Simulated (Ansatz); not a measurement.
# CH6AlNOSi: the cost of one run

The runs use Ansatz 0.2.0, Gaussian basis; functionals in def2-TZVPP, the program's frozen cores in correlated methods.

The runs, in order: PBE-D4, r2SCAN-D4, PBE0-D4, B3LYP-D4, ωB97X-V, ωB97M-V, B2PLYP; CCSD(T)/def2-TZVPP; MP2/def2-QZVPP; extrapolation to the limit.

### Step 1. Structure used throughout

All runs share one geometry, relaxed beforehand with PBE0-D4 in a triple-zeta def2 set.

11 atoms, charge 0, spin multiplicity 1.

Atoms are counted from 1 here; the program's logs count them from 0.

Bond lengths: N1–C2 1.522 Å, N1–Al3 1.985 Å, N1–H6 1.012 Å, N1–H7 1.016 Å, C2–Al3 1.969 Å, C2–Si5 1.870 Å, C2–H8 1.083 Å, Al3–O4 1.749 Å, Al3–H9 1.572 Å, O4–Si5 1.656 Å, Si5–H10 1.487 Å, Si5–H11 1.495 Å. Angles: C2–N1–Al3 66.8°, C2–N1–H6 112.0°, C2–N1–H7 116.2°, Al3–N1–H6 115.0°, Al3–N1–H7 130.7°, H6–N1–H7 108.6°, N1–C2–Al3 67.9°, N1–C2–Si5 108.0°, N1–C2–H8 115.1°, Al3–C2–Si5 81.0°, Al3–C2–H8 145.5°, Si5–C2–H8 125.5°, N1–Al3–C2 45.3°, N1–Al3–O4 102.3°, N1–Al3–H9 118.2°, C2–Al3–O4 89.0° and more.

Coordinates:

```
N    -0.8436    1.0340   -0.2445
C    -0.5615   -0.4348   -0.5256
Al    1.0558    0.6756   -0.6975
O     1.6632   -0.0351    0.7808
Si    0.4191   -1.1199    0.9122
H    -1.3862    1.4638   -0.9833
H    -1.2843    1.2441    0.6461
H    -1.3450   -0.9595   -1.0593
H     1.7681    1.6287   -1.7244
H     0.7931   -2.5358    0.6534
H    -0.2137   -1.0182    2.2626
```

### Step 2. PBE-D4 (GGA)

in.yaml

```yaml
crystal:
  periodic: [false, false, false]
  atoms:
    - {symbol: N, position_ang: [-0.843614, 1.033993, -0.244500]}
    - {symbol: C, position_ang: [-0.561507, -0.434831, -0.525595]}
    - {symbol: Al, position_ang: [1.055849, 0.675641, -0.697469]}
    - {symbol: O, position_ang: [1.663201, -0.035111, 0.780814]}
    - {symbol: Si, position_ang: [0.419067, -1.119910, 0.912246]}
    - {symbol: H, position_ang: [-1.386177, 1.463757, -0.983298]}
    - {symbol: H, position_ang: [-1.284255, 1.244095, 0.646135]}
    - {symbol: H, position_ang: [-1.344952, -0.959519, -1.059329]}
    - {symbol: H, position_ang: [1.768145, 1.628706, -1.724445]}
    - {symbol: H, position_ang: [0.793119, -2.535753, 0.653445]}
    - {symbol: H, position_ang: [-0.213675, -1.018169, 2.262597]}
basis:
  gaussian: {orbitals: def2-TZVPP}
hamiltonian: {xc: pbe, dispersion: d4}
output: {forces: true, orbitals: {seedname: orbitals}}
```

On the command line:

```console
$ ansatz run in.yaml --threads 4 --pin off --events-out ev --progress --plain --max-ram 10444MiB
```

Q: Estimate wall time and peak memory on 4 threads of Intel Xeon Platinum 8259CL at 2.50GHz, shared host.

About 3.3 s, with a peak of 0.38 GiB.
